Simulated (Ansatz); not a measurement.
# H₃MoNO₂S: basis-set convergence

One table from this session's results is given with a row withheld; the runs are named, their logs left out.

Method: one geometry, several basis sets; program: Ansatz 0.2.0, Gaussian basis.

Plan: PBE0-D4/def2-SVP; ωB97M-V/def2-SVP; PBE0-D4/def2-QZVPP; ωB97M-V/def2-QZVPP; the functionals' def2-TZVPP values are taken from earlier runs.

### Structure used throughout

All runs share one geometry, relaxed beforehand with PBE0-D4 in a triple-zeta def2 set. Mo takes the def2 core potential; no spin-orbit term is included.

8 atoms, charge 0, spin multiplicity 1.

Atoms are counted from 1 here; the program's logs count them from 0.

Bond lengths: N1–Mo2 1.915 Å, N1–H6 1.010 Å, N1–H7 1.009 Å, Mo2–O3 1.670 Å, Mo2–O4 1.874 Å, Mo2–S5 2.116 Å, O4–H8 0.961 Å. Angles: Mo2–N1–H6 122.2°, Mo2–N1–H7 124.7°, H6–N1–H7 112.0°, N1–Mo2–O3 107.5°, N1–Mo2–O4 110.4°, N1–Mo2–S5 108.0°, O3–Mo2–O4 108.5°, O3–Mo2–S5 112.2°, O4–Mo2–S5 110.2°, Mo2–O4–H8 121.6°.

The first run:

Contents of in.yaml:

```yaml
crystal:
  periodic: [false, false, false]
  atoms:
    - {symbol: N, position_ang: [-0.666684, 0.660843, 1.062517]}
    - {symbol: Mo, position_ang: [0.508187, -0.299879, -0.105023]}
    - {symbol: O, position_ang: [1.297541, -1.450376, 0.813538]}
    - {symbol: O, position_ang: [-0.470655, -1.174395, -1.442042]}
    - {symbol: S, position_ang: [1.849028, 1.088058, -0.972266]}
    - {symbol: H, position_ang: [-0.958293, 0.291369, 1.955659]}
    - {symbol: H, position_ang: [-0.911160, 1.633814, 0.957330]}
    - {symbol: H, position_ang: [-0.555765, -0.806635, -2.325514]}
basis:
  gaussian: {orbitals: def2-SVP}
hamiltonian: {xc: pbe0, dispersion: d4}
output: {orbitals: {seedname: orbitals}}
```

Steps of the session up to this table: PBE0-D4 in def2-SVP; ωB97M-V in def2-SVP; PBE0-D4 in def2-QZVPP; ωB97M-V in def2-QZVPP.

One of the session's tables, all rows but one given; the rest of the session is left out.

It belongs to the step «Functionals by basis». 

```
functional       basis  HOMO (eV)  LUMO (eV)
   PBE0-D4    def2-SVP      -7.57      -2.65
   PBE0-D4  def2-TZVPP          ?          ?
   PBE0-D4  def2-QZVPP      -7.63      -2.75
   ωB97M-V    def2-SVP      -9.67      -0.57
   ωB97M-V  def2-TZVPP      -9.73      -0.69
   ωB97M-V  def2-QZVPP      -9.76      -0.74
```

**Question.** Estimate the row for PBE0-D4, def2-TZVPP.

**Answer.** HOMO (eV): -7.61; LUMO (eV): -2.72. In the column «HOMO (eV)» it lies between PBE0-D4, def2-QZVPP (-7.63) and PBE0-D4, def2-SVP (-7.57).
